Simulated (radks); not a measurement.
**Mg inside a hard spherical wall**

One table from this session's results is given with a row withheld; the runs are named, their logs left out.

Method: scalar-relativistic Kohn-Sham, PBE, spin-polarised, spherical densities, finite nucleus. Code: radks (a radial shooting solver on a logarithmic mesh, Libxc functionals) version 1.

### What is computed

```
element            : magnesium (Z = 12)
charge             : 0
electrons          : 12
configuration      : [Ne] 3s2
nuclear rms radius : 3.057 fm
```

The outer shells:

Mg
```
[Ne] core
3s [↑↓]
```

The first run:

The run's settings:

```text
Z 12
configuration [Ne] 3s2 3p0 4s0 3d0
relativity scalar-relativistic
functional pbe,pbe
spin polarised
nucleus finite rms 3.057 fm
c 137.035999084
```

Steps of the session up to this table: The free atom; Wall at 20 bohr; Wall at 15 bohr; Wall at 12 bohr; Wall at 10 bohr; Wall at 8 bohr; Wall at 6 bohr; Wall at 4 bohr; Wall at 3 bohr; Wall at 2 bohr; Wall at 1.5 bohr.

One of the session's tables, all rows but one given; the rest of the session is left out.

```
R (bohr)  E − E(free) (eV)  ε(3s) (eV)  ε(3p, empty) (eV)  ε(4s, empty) (eV)  ε(3d, empty) (eV)
    free             0.000      -4.705             -1.330                  -                  -
      20             0.000      -4.705             -1.330                  -                  -
      15             0.000      -4.705             -1.325              0.256              1.042
      12             0.001      -4.700             -1.294              0.773              1.480
      10             0.014      -4.667             -1.190              1.710              2.083
       8             0.125      -4.472             -0.777              4.123              3.344
       6             1.053      -3.428              0.928             11.339              6.570
       4             9.170       2.605              9.122             39.636             17.464
       3            30.840      15.800             24.838             88.756             33.637
       2                 ?           ?                  ?                  ?                  ?
     1.5            399.95      187.73             189.08             539.33             151.82
```

Estimate the missing values for R (bohr) = 2.

Worked estimate for «E − E(free) (eV)». A straight line through the neighbours (3, 30.840) and (1.5, 399.95) gives 30.840 + (399.95 − 30.840) × (2 − 3) / (1.5 − 3) = 276.91; a parabola fitted to 3 rows on both sides gives 232.03.

**Answer.** E − E(free) (eV): 142.67; ε(3s) (eV): 74.010; ε(3p, empty) (eV): 84.643; ε(4s, empty) (eV): 259.44; ε(3d, empty) (eV): 81.265. In «E − E(free) (eV)» the line misses by +134.24 and the parabola by +89.36.

From R = 4 bohr inwards the highest occupied level lies above zero, pushed up by confinement. Shells are not refilled when levels cross, and a hard wall is a model, not a crystal.
